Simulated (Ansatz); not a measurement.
# AlH5OSn: the cost of one run

Method: RKS PBE/def2-SVP, in Ansatz 0.2.0.

**1. The structure to begin with**

Bond lengths: O1–Sn2 1.939 Å, Sn2–Al3 2.620 Å, O1–H4 0.962 Å, Sn2–H5 1.765 Å, Sn2–H6 1.763 Å, Al3–H7 1.569 Å, Al3–H8 1.668 Å. Angles: O1–Sn2–Al3 107.2°, O1–Sn2–H5 109.8°, O1–Sn2–H6 110.7°, Al3–Sn2–H5 109.4°, Al3–Sn2–H6 110.2°, H5–Sn2–H6 109.5°, Sn2–O1–H4 104.0°, Sn2–Al3–H7 122.5°, Sn2–Al3–H8 119.0°, H7–Al3–H8 118.6°.

Coordinates:

```xyz
8

O    -2.0395    0.4624   -0.6041
Sn   -0.2202    0.9531   -0.1471
Al    1.0030   -1.2314    0.6253
H    -1.9347   -0.2335   -1.2594
H     0.5958    1.6118   -1.5670
H    -0.2052    2.1498    1.1474
H     0.2849   -2.6252    0.6768
H     2.6080   -1.1442    1.0722
```

**2. End point A**

input.yaml reads:

```yaml
crystal:
  periodic: [false, false, false]
  atoms:
    - { symbol: O, position_ang: [-2.0395, 0.4624, -0.6041] }
    - { symbol: Sn, position_ang: [-0.2202, 0.9531, -0.1471] }
    - { symbol: Al, position_ang: [1.003, -1.2314, 0.6253] }
    - { symbol: H, position_ang: [-1.9347, -0.2335, -1.2594] }
    - { symbol: H, position_ang: [0.5958, 1.6118, -1.567] }
    - { symbol: H, position_ang: [-0.2052, 2.1498, 1.1474] }
    - { symbol: H, position_ang: [0.2849, -2.6252, 0.6768] }
    - { symbol: H, position_ang: [2.608, -1.1442, 1.0722] }
basis:
  gaussian: { orbitals: def2-SVP }
hamiltonian:
  xc: pbe
relax:
  f_tol: 0.015
  max_steps: 40
```

On the command line:

```
> ansatz run input.yaml --threads 1 --pin off --max-ram 2048MiB --backend cpu --events-out ev --progress --plain --runs-dir out
```

**Question.** How long does this run take on 1 thread of an Arm CPU, shared host, and how much memory does it need?

About 44 s, with a peak of 0.12 GiB.
